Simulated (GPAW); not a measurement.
Input of a GPAW 26.7.0 run:

The input run.py:

```python
from ase.dft.bandgap import bandgap
from ase.io import read, write
from ase.units import GPa
from gpaw import GPAW, PW

atoms = read('NbTe.xyz')

calc = GPAW(mode=PW(600),
            xc='MGGA_X_TPSS+MGGA_C_TPSS',
            kpts={'size': (8, 8, 8), 'gamma': True},
            occupations={'name': 'fermi-dirac', 'width': 0.05},
            nbands=20,
            convergence={'density': 1e-05, 'energy': 1e-05},
            eigensolver='davidson',
            maxiter=150,
            txt='gpaw.txt')
atoms.calc = calc
energy = atoms.get_potential_energy()
forces = atoms.get_forces()
stress = atoms.get_stress()
calc.write('gs.gpw')
write('result.traj', atoms)
print(f'Energy: {energy:.6f} eV')
print('Forces (eV/A):')
print(forces.round(4))
print('Stress (GPa):', (stress / GPa).round(3))
print('Fermi level:', round(calc.get_fermi_level(), 4), 'eV')
print(f'Gap: {bandgap(calc)[0]:.4f} eV, direct: {bandgap(calc, direct=True)[0]:.4f} eV')

path = atoms.cell.bandpath('GXMGRX,MR', npoints=60, eps=1e-4)
bs_calc = calc.fixed_density(kpts=path, symmetry='off', nbands=32,
                             convergence={'bands': 'CBM+6.0', 'eigenstates': 1e-6}, txt='bands.txt')
bs = bs_calc.band_structure()
bs.write('bs.json')
print(f'Gap on the path: {bandgap(bs_calc)[0]:.4f} eV')
```

The input NbTe.xyz:

```xyz
2
Lattice="3.4257000000 0.0000000000 0.0000000000 0.0000000000 3.4257000000 0.0000000000 0.0000000000 0.0000000000 3.4257000000" Properties=species:S:1:pos:R:3 pbc="T T T"
Nb     1.7128500000      1.7128500000      1.7128500000
Te     0.0000000000      0.0000000000      0.0000000000
```

Potentials or basis: GPAW PAW data sets (gpaw-data 1.2.1), pw.

The run is started by

```console
$ OMP_NUM_THREADS=1 python run.py
```

Estimate the pressure.

-3.0 GPa.

Predict the band gap along the path.

none (metal or under the smearing width).

Levels at the corners of the path, in eV from the Fermi level:
| point | band 6 | band 7 | band 8 | band 9 | band 10 | band 11 | band 12 | band 13 | band 14 | band 15 |
| --- | --- | --- | --- | --- | --- | --- | --- | --- | --- | --- |
| Γ | -2.74 | -2.74 | -1.28 | -1.28 | -1.28 | 1.07 | 1.07 | 1.07 | 3.68 | 8.27 |
| X | -7.89 | -2.85 | -2.85 | -1.98 | 1.23 | 2.22 | 4.52 | 4.78 | 4.78 | 5.45 |
| M | -5.64 | -5.64 | -2.66 | -0.36 | -0.36 | 0.55 | 1.23 | 2.44 | 4.09 | 8.30 |
| Γ | -2.74 | -2.74 | -1.28 | -1.28 | -1.28 | 1.07 | 1.07 | 1.07 | 3.68 | 8.27 |
| R | -6.50 | -6.50 | -6.50 | 2.01 | 2.01 | 2.01 | 2.55 | 2.55 | 4.84 | 4.84 |
| X | -7.89 | -2.85 | -2.85 | -1.98 | 1.23 | 2.22 | 4.52 | 4.78 | 4.78 | 5.45 |
| M | -5.64 | -5.64 | -2.66 | -0.36 | -0.36 | 0.55 | 1.23 | 2.44 | 4.09 | 8.30 |
| R | -6.50 | -6.50 | -6.50 | 2.01 | 2.01 | 2.01 | 2.55 | 2.55 | 4.84 | 4.84 |

Caveat: the PAW data sets were made with another functional, which shifts forces and pressure a little; spin-orbit coupling is left out, which moves the levels of the heavy elements.
